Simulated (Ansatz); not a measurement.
A first try at a band structure of Na₂AgSbF₆, space group Fm-3m, using Ansatz 0.2.0, Python API.

Contents of `na2agsbf6.vasp`:
```text
Na2AgSbF6
1.0
   0.00000000    4.57131400    4.57131400
   4.57131400    0.00000000    4.57131400
   4.57131400    4.57131400    0.00000000
Na Ag Sb F
2 1 1 6
Direct
   0.75000000    0.75000000    0.75000000
   0.25000000    0.25000000    0.25000000
   0.50000000    0.50000000    0.50000000
   0.00000000    0.00000000    0.00000000
   0.76215500    0.23784500    0.23784500
   0.23784500    0.23784500    0.76215500
   0.23784500    0.76215500    0.76215500
   0.23784500    0.76215500    0.23784500
   0.76215500    0.23784500    0.76215500
   0.76215500    0.76215500    0.23784500
```

Script `bands_na2agsbf6.py`:
```python
"""Band structure of Na2AgSbF6."""

import ansatz as az
from ase.io import read
import numpy as np

atoms = read("na2agsbf6.vasp", format="vasp")
xtal = az.Crystal.from_ase(atoms)

# vertices of the path, as fractions of the reciprocal vectors
path = [
    ("K", (0.375, 0.375, 0.75)),
    ("G", (0.0, 0.0, 0.0)),
    ("L", (0.5, 0.5, 0.5)),
    ("W", (0.5, 0.25, 0.75)),
    ("X", (0.5, 0.0, 0.5)),
]
calc = (
    xtal.calculation()
    .occupations("fixed")  # no smearing
    .basis(35 * az.Ry)
    .kpoints(4, 4, 4, center="gamma")  # the mesh must be finer for metals
    .functional("PBE", dispersion="d3bj")
    .band_structure([point for _, point in path], intervals=4)  # levels along the path at the converged density
    .scf(extra_bands=6)
    .band_table()
    .potential()  # keep the local potentials
)
session = calc.session()
planned = session.plan(threads=1)
out = planned.execute()
r = out.report

print("%-22s %14.5f eV" % ("F = E - TS", r["free_energy_ev"]))
print("%-22s %14.5f eV" % ("E", r["internal_energy_ev"]))
print("%-22s %14.5f eV" % ("Harris-Foulkes", r["harris_foulkes_ev"]))
print("%-22s %14.5f eV" % ("Fermi level", r.fermi_energy_ev))

edges = r.get("band_edges_ev")
if edges:
    print(f"band edges on the mesh: {edges[0]:.3f} and {edges[1]:.3f} eV, gap {edges[1] - edges[0]:.3f} eV")
else:
    print("no band edges reported (a metal, or a gap too narrow for this smearing); Fermi level", round(r["fermi_energy_ev"], 3), "eV")

v = out.potential()
line = v.v_es_ev.mean(axis=(0, 1))
print("planar mean of the electrostatic potential along the third grid axis (eV):")
print(np.round(line[:: max(len(line) // 12, 1)], 3))

bands = out.band_structure()
fermi = bands.fermi_energy_ev
print(f"zero of the bands: {fermi:.3f} eV, the Fermi level found on the SCF mesh")
for spin, channel in enumerate(bands.channels):
    print("channel", spin, "- computed levels within 6 eV of the Fermi level")
    for i, (label, _) in enumerate(path):
        levels = channel.eigenvalues_ev[i * 4] - fermi
        print(f"  {label:3s}", " ".join(f"{e:7.3f}" for e in levels if abs(e) < 6))
```

```console
$ python bands_na2agsbf6.py
F = E - TS               -21902.80947 eV
E                        -21902.80947 eV
Harris-Foulkes           -21902.80947 eV
Traceback (most recent call last):
  File "bands_na2agsbf6.py", line 37, in <module>
    print("%-22s %14.5f eV" % ("Fermi level", r.fermi_energy_ev))
                                              ^^^^^^^^^^^^^^^^^
AttributeError: 'dict' object has no attribute 'fermi_energy_ev'
$ echo $?
1
```

Why does it end like this?

The fault: the report is a dict and is read by key. The correction:

```diff
--- before
+++ after
@@ -36,3 +36,3 @@
 print("%-22s %14.5f eV" % ("Harris-Foulkes", r["harris_foulkes_ev"]))
-print("%-22s %14.5f eV" % ("Fermi level", r.fermi_energy_ev))
+print("%-22s %14.5f eV" % ("Fermi level", r["fermi_energy_ev"]))
```

After the fix:

```console
$ python bands_na2agsbf6.py
F = E - TS               -21902.80947 eV
E                        -21902.80947 eV
Harris-Foulkes           -21902.80947 eV
Fermi level                   4.25110 eV
band edges on the mesh: 4.251 and 5.915 eV, gap 1.664 eV
planar mean of the electrostatic potential along the third grid axis (eV):
[ 3.676  3.939  1.573 -0.284  3.588  5.028  4.556  5.028  3.588 -0.284
  1.573  3.939]
zero of the bands: 4.251 eV, the Fermi level found on the SCF mesh
channel 0 - computed levels within 6 eV of the Fermi level
  K    -5.436  -5.175  -5.166  -4.958  -4.767  -4.567  -4.565  -4.553  -4.507  -4.492  -4.350  -4.290  -4.208  -4.005  -2.384  -1.929  -1.888  -1.881  -1.243  -0.159   2.475   2.758   3.820   3.859   5.019   5.155
  G    -5.317  -5.317  -5.212  -5.212  -5.212  -4.344  -4.344  -4.344  -4.303  -4.303  -4.303  -3.940  -3.940  -3.940  -2.278  -1.945  -1.945  -1.945  -1.107  -1.107   1.947   3.687   3.687   3.687   4.342   5.633
  L    -5.064  -5.064  -4.999  -4.949  -4.797  -4.797  -4.781  -4.781  -4.327  -4.327  -4.198  -4.100  -4.100  -4.052  -1.944  -1.915  -1.915  -1.378  -1.378  -1.259   1.664   3.192   4.220   4.220   4.674   5.794
  W    -5.503  -5.138  -5.090  -5.090  -4.656  -4.589  -4.589  -4.526  -4.448  -4.435  -4.435  -4.428  -4.086  -4.086  -2.350  -1.911  -1.911  -1.872  -1.299  -0.112   2.691   2.912   2.912   4.967   4.967   5.055
  X    -5.581  -5.320  -5.268  -4.817  -4.656  -4.656  -4.580  -4.580  -4.448  -4.448  -4.379  -4.320  -4.320  -3.944  -2.646  -1.941  -1.872  -1.872  -1.104   0.000   2.605   3.404   3.547   3.547   4.171   5.284
```

What to keep in mind:
- Total energies depend on the potentials; only differences at equal settings carry meaning. A total without «per atom» is that of the cell as typed.
- Semilocal gaps usually lie well under measured ones.
- The computed bands are complete only to about 4.9 eV above the Fermi level.
- With fixed filling the reported Fermi level is the top filled level among the k-points of the SCF.
- Only differences from the Fermi energy are physical; the zero of the scale is a convention.
- The structure comes from a database of computed cells and needn't be a stable or known phase.
- Levels are Kohn-Sham eigenvalues on this mesh, without spin-orbit coupling.
- Hardware and time: 6.7 s on 1 thread of INTEL(R) XEON(R) PLATINUM 8581C CPU @ 2.10GHz (Emerald Rapids), on a shared host, peak memory 0.61 GiB.

(Lines on the test bed's own set-up are left out of the output.)
